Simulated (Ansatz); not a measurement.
# Cl₂FH₄NSi (built from SMILES F.N[SiH](Cl)Cl): search for a transition state, part 2 of 3

Ansatz 0.2.0, Gaussian basis; PBE0-D4. Earlier steps stand in the parts before.

## Step 7: Relaxing after a step of 0.30 Å one way along the mode

downa/in.yaml reads:

```yaml
crystal:
  periodic: [false, false, false]
  atoms:
    - {symbol: Si, position_ang: [-0.702677, -0.136576, -0.344291]}
    - {symbol: N, position_ang: [0.898613, 0.210494, 0.599833]}
    - {symbol: Cl, position_ang: [-0.312567, -0.407318, -2.328625]}
    - {symbol: Cl, position_ang: [-1.230116, 1.956507, -0.437283]}
    - {symbol: H, position_ang: [-1.935637, -0.524057, 0.359821]}
    - {symbol: H, position_ang: [0.962024, -0.734164, 0.627845]}
    - {symbol: F, position_ang: [-0.063018, -1.755898, 0.017750]}
    - {symbol: H, position_ang: [0.780925, 0.712100, 1.474781]}
    - {symbol: H, position_ang: [1.602453, 0.678913, 0.030170]}
basis:
  gaussian: {orbitals: def2-TZVP}
hamiltonian: {xc: pbe0, dispersion: d4}
relax: {f_tol: 0.005, max_steps: 200}
```

Command:

```console
$ ansatz run in.yaml --threads 8 --pin off --events-out ev --progress --plain --max-ram 19148MiB
```

The program printed:

```text
Functional definition: PBE0
  name "PBE0"
  cite "Adamo & Barone, J. Chem. Phys. 110, 6158 (1999) doi:10.1063/1.478522"
  cite "Perdew, Burke & Ernzerhof, Phys. Rev. Lett. 77, 3865 (1996) doi:10.1103/PhysRevLett.77.3865"
  parent pbe
  parameter a = 0.25
  parameter kappa = 0.804
  parameter beta = 0.06672455060314922
  exchange = (1 - a)*pbe_x(kappa = kappa, mu = beta*pi^2/3) + a*exact_x
  correlation = pbe_c(beta = beta)
1291 factors; their error is unknown
mean field evaluation 1: about -37180.4348 eV, gradient 5.7e1 eV
mean field evaluation 2: about -37177.3190 eV, gradient 7.2e1 eV
mean field evaluation 4: about -37185.7847 eV, gradient 3.0e0 eV
mean field evaluation 8: about -37185.8014 eV, gradient 4.4e-2 eV
mean field evaluation 16: about -37185.9159 eV, gradient 4.8e-5 eV
mean field -37185.91588718 eV, -1366.5572033349 hartree, gradient 4.8e-5 eV, S^2 0.000000; 0 other end points of the search recorded, 0 dependent functions left out
the calculation of the forces begins
reference -37185.91591532 eV, -1366.5572043691 hartree; 34, 34 occupied and 163, 163 virtual orbitals, 1291 factors
relax step   1: F+E_penalty+E_count = -37186.12816687 eV  Δ(F+E_penalty+E_count) = +0.000e0 eV  max|allowed force component| = 4.943e0 eV/Å  Δτ_max = 0.0000 Å  (27 SCF iters, accepted)
these checks for a lower state are left out or cut short: starts, cluster_reference, orbital_swaps, neighbouring_geometries, increment
1291 factors; their error is unknown
mean field -37186.25959734 eV, -1366.5698344503 hartree, gradient 1.8e-5 eV, S^2 0.000000; 0 other end points of the search recorded, 0 dependent functions left out
the calculation of the forces begins
reference -37186.25962566 eV, -1366.5698354910 hartree; 34, 34 occupied and 163, 163 virtual orbitals, 1291 factors
relax step   2: F+E_penalty+E_count = -37186.47169488 eV  Δ(F+E_penalty+E_count) = -3.435e-1 eV  max|allowed force component| = 1.039e0 eV/Å  Δτ_max = 0.1136 Å  (29 SCF iters, accepted)
these checks for a lower state are left out or cut short: starts, cluster_reference, orbital_swaps, neighbouring_geometries, increment
1291 factors; their error is unknown
mean field -37186.42722317 eV, -1366.5759945857 hartree, gradient 1.7e-5 eV, S^2 0.000000; 0 other end points of the search recorded, 0 dependent functions left out
the calculation of the forces begins
reference -37186.42725184 eV, -1366.5759956395 hartree; 34, 34 occupied and 163, 163 virtual orbitals, 1291 factors
relax step   3: F+E_penalty+E_count = -37186.63848587 eV  Δ(F+E_penalty+E_count) = -1.668e-1 eV  max|allowed force component| = 1.799e0 eV/Å  Δτ_max = 0.1887 Å  (30 SCF iters, accepted)
these checks for a lower state are left out or cut short: starts, cluster_reference, orbital_swaps, neighbouring_geometries, increment
1291 factors; their error is unknown
mean field evaluation 32: about -37186.2922 eV, gradient 6.6e0 eV
mean field -37186.54114143 eV, -1366.5801810048 hartree, gradient 1.4e-5 eV, S^2 0.000000; 0 other end points of the search recorded, 0 dependent functions left out
the calculation of the forces begins
reference -37186.54117025 eV, -1366.5801820637 hartree; 34, 34 occupied and 163, 163 virtual orbitals, 1291 factors
relax step   4: F+E_penalty+E_count = -37186.75288366 eV  Δ(F+E_penalty+E_count) = -1.144e-1 eV  max|allowed force component| = 1.616e0 eV/Å  Δτ_max = 0.1526 Å  (29 SCF iters, accepted)
these checks for a lower state are left out or cut short: starts, cluster_reference, orbital_swaps, neighbouring_geometries, increment
1291 factors; their error is unknown
mean field -37186.47563618 eV, -1366.5777737312 hartree, gradient 8.7e-6 eV, S^2 0.000000; 0 other end points of the search recorded, 0 dependent functions left out
the calculation of the forces begins
reference -37186.47566543 eV, -1366.5777748060 hartree; 34, 34 occupied and 163, 163 virtual orbitals, 1291 factors
relax step   5: F+E_penalty+E_count = -37186.68843735 eV  Δ(F+E_penalty+E_count) = +6.445e-2 eV  max|allowed force component| = 1.447e0 eV/Å  Δτ_max = 0.2000 Å  (36 SCF iters, rejected (line search))
these checks for a lower state are left out or cut short: starts, cluster_reference, orbital_swaps, neighbouring_geometries, increment
1291 factors; their error is unknown
mean field -37186.61233468 eV, -1366.5827973083 hartree, gradient 9.1e-6 eV, S^2 0.000000; 0 other end points of the search recorded, 0 dependent functions left out
the calculation of the forces begins
reference -37186.61236362 eV, -1366.5827983720 hartree; 34, 34 occupied and 163, 163 virtual orbitals, 1291 factors
relax step   6: F+E_penalty+E_count = -37186.82433424 eV  Δ(F+E_penalty+E_count) = -7.145e-2 eV  max|allowed force component| = 3.110e-1 eV/Å  Δτ_max = 0.0974 Å  (30 SCF iters, accepted)
these checks for a lower state are left out or cut short: starts, cluster_reference, orbital_swaps, neighbouring_geometries, increment
1291 factors; their error is unknown
mean field -37186.62286029 eV, -1366.5831841172 hartree, gradient 9.2e-6 eV, S^2 0.000000; 0 other end points of the search recorded, 0 dependent functions left out
the calculation of the forces begins
reference -37186.62288930 eV, -1366.5831851836 hartree; 34, 34 occupied and 163, 163 virtual orbitals, 1291 factors
relax step   7: F+E_penalty+E_count = -37186.83527884 eV  Δ(F+E_penalty+E_count) = -1.094e-2 eV  max|allowed force component| = 1.483e-1 eV/Å  Δτ_max = 0.1000 Å  (30 SCF iters, accepted)
these checks for a lower state are left out or cut short: starts, cluster_reference, orbital_swaps, neighbouring_geometries, increment
1291 factors; their error is unknown
mean field evaluation 64: about -37186.6275 eV, gradient 3.3e-4 eV
mean field -37186.62747137 eV, -1366.5833535714 hartree, gradient 2.1e-5 eV, S^2 0.000000; 0 other end points of the search recorded, 0 dependent functions left out
the calculation of the forces begins
reference -37186.62750033 eV, -1366.5833546356 hartree; 34, 34 occupied and 163, 163 virtual orbitals, 1291 factors
relax step   8: F+E_penalty+E_count = -37186.84002700 eV  Δ(F+E_penalty+E_count) = -4.748e-3 eV  max|allowed force component| = 4.167e-1 eV/Å  Δτ_max = 0.1308 Å  (28 SCF iters, accepted)
these checks for a lower state are left out or cut short: starts, cluster_reference, orbital_swaps, neighbouring_geometries, increment
1291 factors; their error is unknown
mean field -37186.63603751 eV, -1366.5836683713 hartree, gradient 9.1e-6 eV, S^2 0.000000; 0 other end points of the search recorded, 0 dependent functions left out
the calculation of the forces begins
reference -37186.63606640 eV, -1366.5836694329 hartree; 34, 34 occupied and 163, 163 virtual orbitals, 1291 factors
relax step   9: F+E_penalty+E_count = -37186.84878889 eV  Δ(F+E_penalty+E_count) = -8.762e-3 eV  max|allowed force component| = 2.957e-1 eV/Å  Δτ_max = 0.0285 Å  (30 SCF iters, accepted)
these checks for a lower state are left out or cut short: starts, cluster_reference, orbital_swaps, neighbouring_geometries, increment
1291 factors; their error is unknown
mean field -37186.67875907 eV, -1366.5852383595 hartree, gradient 9.5e-6 eV, S^2 0.000000; 0 other end points of the search recorded, 0 dependent functions left out
the calculation of the forces begins
reference -37186.67878774 eV, -1366.5852394134 hartree; 34, 34 occupied and 163, 163 virtual orbitals, 1291 factors
relax step  10: F+E_penalty+E_count = -37186.89188793 eV  Δ(F+E_penalty+E_count) = -4.310e-2 eV  max|allowed force component| = 2.837e-1 eV/Å  Δτ_max = 0.1959 Å  (36 SCF iters, accepted)
these checks for a lower state are left out or cut short: starts, cluster_reference, orbital_swaps, neighbouring_geometries, increment
1291 factors; their error is unknown
mean field -37186.73592316 eV, -1366.5873391010 hartree, gradient 2.1e-5 eV, S^2 0.000000; 0 other end points of the search recorded, 0 dependent functions left out
the calculation of the forces begins
reference -37186.73595198 eV, -1366.5873401604 hartree; 34, 34 occupied and 163, 163 virtual orbitals, 1291 factors
relax step  11: F+E_penalty+E_count = -37186.94940278 eV  Δ(F+E_penalty+E_count) = -5.751e-2 eV  max|allowed force component| = 4.344e-1 eV/Å  Δτ_max = 0.1953 Å  (29 SCF iters, accepted)
these checks for a lower state are left out or cut short: starts, cluster_reference, orbital_swaps, neighbouring_geometries, increment
1291 factors; their error is unknown
mean field evaluation 96: about -37186.8114 eV, gradient 9.5e-6 eV
mean field -37186.81143931 eV, -1366.5901142685 hartree, gradient 9.5e-6 eV, S^2 0.000000; 0 other end points of the search recorded, 0 dependent functions left out
the calculation of the forces begins
reference -37186.81146811 eV, -1366.5901153268 hartree; 34, 34 occupied and 163, 163 virtual orbitals, 1291 factors
relax step  12: F+E_penalty+E_count = -37187.02402066 eV  Δ(F+E_penalty+E_count) = -7.462e-2 eV  max|allowed force component| = 8.639e-1 eV/Å  Δτ_max = 0.1906 Å  (36 SCF iters, accepted)
these checks for a lower state are left out or cut short: starts, cluster_reference, orbital_swaps, neighbouring_geometries, increment
1291 factors; their error is unknown
mean field -37186.85824966 eV, -1366.5918345170 hartree, gradient 1.4e-5 eV, S^2 0.000000; 0 other end points of the search recorded, 0 dependent functions left out
the calculation of the forces begins
reference -37186.85827850 eV, -1366.5918355769 hartree; 34, 34 occupied and 163, 163 virtual orbitals, 1291 factors
relax step  13: F+E_penalty+E_count = -37187.07192436 eV  Δ(F+E_penalty+E_count) = -4.790e-2 eV  max|allowed force component| = 6.833e-1 eV/Å  Δτ_max = 0.1951 Å  (30 SCF iters, accepted)
these checks for a lower state are left out or cut short: starts, cluster_reference, orbital_swaps, neighbouring_geometries, increment
1291 factors; their error is unknown
mean field -37186.89833179 eV, -1366.5933075081 hartree, gradient 2.0e-5 eV, S^2 0.000000; 0 other end points of the search recorded, 0 dependent functions left out
the calculation of the forces begins
reference -37186.89836058 eV, -1366.5933085664 hartree; 34, 34 occupied and 163, 163 virtual orbitals, 1291 factors
relax step  14: F+E_penalty+E_count = -37187.11130533 eV  Δ(F+E_penalty+E_count) = -3.938e-2 eV  max|allowed force component| = 3.801e-1 eV/Å  Δτ_max = 0.1375 Å  (28 SCF iters, accepted)
these checks for a lower state are left out or cut short: starts, cluster_reference, orbital_swaps, neighbouring_geometries, increment
1291 factors; their error is unknown
mean field -37186.91585534 eV, -1366.5939514869 hartree, gradient 9.7e-6 eV, S^2 0.000000; 0 other end points of the search recorded, 0 dependent functions left out
the calculation of the forces begins
reference -37186.91588415 eV, -1366.5939525458 hartree; 34, 34 occupied and 163, 163 virtual orbitals, 1291 factors
relax step  15: F+E_penalty+E_count = -37187.12902028 eV  Δ(F+E_penalty+E_count) = -1.771e-2 eV  max|allowed force component| = 2.156e-1 eV/Å  Δτ_max = 0.1008 Å  (30 SCF iters, accepted)
these checks for a lower state are left out or cut short: starts, cluster_reference, orbital_swaps, neighbouring_geometries, increment
1291 factors; their error is unknown
mean field -37186.92047999 eV, -1366.5941214396 hartree, gradient 9.1e-6 eV, S^2 0.000000; 0 other end points of the search recorded, 0 dependent functions left out
the calculation of the forces begins
reference -37186.92050876 eV, -1366.5941224970 hartree; 34, 34 occupied and 163, 163 virtual orbitals, 1291 factors
relax step  16: F+E_penalty+E_count = -37187.13366308 eV  Δ(F+E_penalty+E_count) = -4.643e-3 eV  max|allowed force component| = 6.121e-2 eV/Å  Δτ_max = 0.0255 Å  (31 SCF iters, accepted)
these checks for a lower state are left out or cut short: starts, cluster_reference, orbital_swaps, neighbouring_geometries, increment
1291 factors; their error is unknown
mean field evaluation 128: about -37186.9210 eV, gradient 2.8e-1 eV
mean field -37186.92109281 eV, -1366.5941439604 hartree, gradient 9.1e-6 eV, S^2 0.000000; 0 other end points of the search recorded, 0 dependent functions left out
the calculation of the forces begins
reference -37186.92112162 eV, -1366.5941450190 hartree; 34, 34 occupied and 163, 163 virtual orbitals, 1291 factors
relax step  17: F+E_penalty+E_count = -37187.13405052 eV  Δ(F+E_penalty+E_count) = -3.874e-4 eV  max|allowed force component| = 1.727e-2 eV/Å  Δτ_max = 0.0127 Å  (32 SCF iters, accepted)
these checks for a lower state are left out or cut short: starts, cluster_reference, orbital_swaps, neighbouring_geometries, increment
1291 factors; their error is unknown
mean field -37186.92106278 eV, -1366.5941428566 hartree, gradient 9.1e-6 eV, S^2 0.000000; 0 other end points of the search recorded, 0 dependent functions left out
the calculation of the forces begins
reference -37186.92109158 eV, -1366.5941439153 hartree; 34, 34 occupied and 163, 163 virtual orbitals, 1291 factors
relax step  18: F+E_penalty+E_count = -37187.13409365 eV  Δ(F+E_penalty+E_count) = -4.313e-5 eV  max|allowed force component| = 5.805e-3 eV/Å  Δτ_max = 0.0048 Å  (32 SCF iters, accepted)
these checks for a lower state are left out or cut short: starts, cluster_reference, orbital_swaps, neighbouring_geometries, increment
1291 factors; their error is unknown
mean field -37186.92108255 eV, -1366.5941435833 hartree, gradient 1.6e-5 eV, S^2 0.000000; 0 other end points of the search recorded, 0 dependent functions left out
the calculation of the forces begins
reference -37186.92111136 eV, -1366.5941446419 hartree; 34, 34 occupied and 163, 163 virtual orbitals, 1291 factors
relax step  19: F+E_penalty+E_count = -37187.13409955 eV  Δ(F+E_penalty+E_count) = -5.899e-6 eV  max|allowed force component| = 3.262e-3 eV/Å  Δτ_max = 0.0013 Å  (22 SCF iters, accepted)
1291 factors; their error is unknown
mean field evaluation 160: about -37186.9211 eV, gradient 6.1e-4 eV
mean field -37186.92108255 eV, -1366.5941435833 hartree, gradient 1.6e-5 eV, S^2 0.000000; 1 other end points of the search recorded, 0 dependent functions left out
the calculation of the forces begins
reference -37186.92111136 eV, -1366.5941446419 hartree; 34, 34 occupied and 163, 163 virtual orbitals, 1291 factors
Total energy: -37187.13412835 eV, -1366.6019728722 hartree
Atom 0 at    -0.870620    -0.236633    -0.260266 Å, force    -0.000929     0.000011     0.003262 eV/Å
Atom 1 at     1.035225     0.196232     0.388585 Å, force     0.000317    -0.000335    -0.000516 eV/Å
Atom 2 at     0.046939    -0.543188    -2.122640 Å, force     0.000516     0.000237    -0.000217 eV/Å
Atom 3 at    -1.301606     1.733413     0.321077 Å, force    -0.000099     0.000147    -0.000687 eV/Å
Atom 4 at    -2.239979    -0.573500    -0.701929 Å, force     0.000239     0.000084    -0.000535 eV/Å
Atom 5 at     1.637253    -0.610169     0.253958 Å, force     0.000016     0.000086    -0.000282 eV/Å
Atom 6 at    -0.744512    -1.379948     0.874793 Å, force    -0.000251    -0.000683    -0.000429 eV/Å
Atom 7 at     1.018281     0.434232     1.375460 Å, force    -0.000612     0.000050    -0.000462 eV/Å
Atom 8 at     1.419020     0.979562    -0.129036 Å, force     0.000803     0.000403    -0.000133 eV/Å
Dipole moment:     0.912541     0.147399     0.365977 e Å
```

It took 39 s on 8 threads of Arm Neoverse V1, shared host.

Along the way: (the energy doesn't fall at every step)

```csv
step,energy from step 1 (eV),largest force component (eV/Å)
1,0.0000,4.9435
2,-0.3435,1.0394
3,-0.5103,1.7995
4,-0.6247,1.6160
5,-0.5603,1.4474
6,-0.6962,0.3110
7,-0.7071,0.1483
8,-0.7119,0.4167
9,-0.7206,0.2957
10,-0.7637,0.2837
11,-0.8212,0.4344
12,-0.8959,0.8639
13,-0.9438,0.6833
14,-0.9831,0.3801
15,-1.0009,0.2156
16,-1.0055,0.0612
17,-1.0059,0.0173
18,-1.0059,0.0058
19,-1.0059,0.0033
```

Distances of close pairs at the start and the end, largest changes first:

```csv
bond,before (Å),after (Å),change (Å)
Si1–N2,1.891,2.059,+0.168
Si1–F7,1.778,1.616,-0.162
N2–H6,0.947,1.015,+0.068
Si1–Cl4,2.161,2.099,-0.062
Si1–Cl3,2.040,2.099,+0.058
Si1–H5,1.472,1.478,+0.006
N2–H9,1.019,1.014,-0.005
N2–H8,1.015,1.015,-0.000
```

[end of part 2 of 3]
